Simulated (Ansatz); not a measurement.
# CH4S2Zn: how energies converge with the basis set

The task here is to estimate one member of a computed series from the others.

Computed with Ansatz 0.2.0, Gaussian basis. Level: one geometry, several basis sets.

Plan: PBE0-D4/def2-SVP; ωB97M-V/def2-SVP; PBE0-D4/def2-QZVPP; ωB97M-V/def2-QZVPP; the functionals' def2-TZVPP values are taken from earlier runs.

## The relaxed structure

An earlier PBE0-D4 in a triple-zeta def2 set relaxation fixed the geometry.

SMILES `C[S][Zn][SH]`, 8 atoms, charge 0, spin multiplicity 1.

Atoms are counted from 1 here; the program's logs count them from 0.

Bond lengths: C1–S2 1.825 Å, C1–H5 1.090 Å, C1–H6 1.089 Å, C1–H7 1.089 Å, S2–Zn3 2.159 Å, Zn3–S4 2.165 Å, S4–H8 1.345 Å. Angles: S2–C1–H5 106.2°, S2–C1–H6 111.8°, S2–C1–H7 111.8°, H5–C1–H6 108.5°, H5–C1–H7 108.5°, H6–C1–H7 109.9°, C1–S2–Zn3 102.3°, S2–Zn3–S4 179.1°, Zn3–S4–H8 92.8°.

The first run:

in.yaml reads:

```yaml
crystal:
  periodic: [false, false, false]
  atoms:
    - {symbol: C, position_ang: [-0.210907, 1.688629, -0.088001]}
    - {symbol: S, position_ang: [-0.202783, 0.610766, 1.384091]}
    - {symbol: Zn, position_ang: [0.376966, -1.296278, 0.555524]}
    - {symbol: S, position_ang: [0.984537, -3.209133, -0.255175]}
    - {symbol: H, position_ang: [-0.504136, 2.678556, 0.261308]}
    - {symbol: H, position_ang: [-0.935752, 1.355352, -0.828927]}
    - {symbol: H, position_ang: [0.776519, 1.760703, -0.541028]}
    - {symbol: H, position_ang: [-0.284444, -3.588595, -0.487781]}
basis:
  gaussian: {orbitals: def2-SVP}
hamiltonian: {xc: pbe0, dispersion: d4}
output: {orbitals: {seedname: orbitals}}
```

Among the steps run: PBE0-D4 in def2-SVP; ωB97M-V in def2-SVP; PBE0-D4 in def2-QZVPP; ωB97M-V in def2-QZVPP.

One of the session's tables, all rows but one given; the rest of the session is left out.

It belongs to the step «Density functionals: the series». 

```
functional       basis  HOMO (eV)
   PBE0-D4    def2-SVP      -6.67
   PBE0-D4  def2-TZVPP      -6.89
   PBE0-D4  def2-QZVPP      -6.92
   ωB97M-V    def2-SVP      -8.81
   ωB97M-V  def2-TZVPP      -9.07
   ωB97M-V  def2-QZVPP          ?
```

Q: Estimate the row for ωB97M-V, def2-QZVPP from the others.

The run gave: HOMO (eV): -9.11. In the column «HOMO (eV)» it is the lowest.
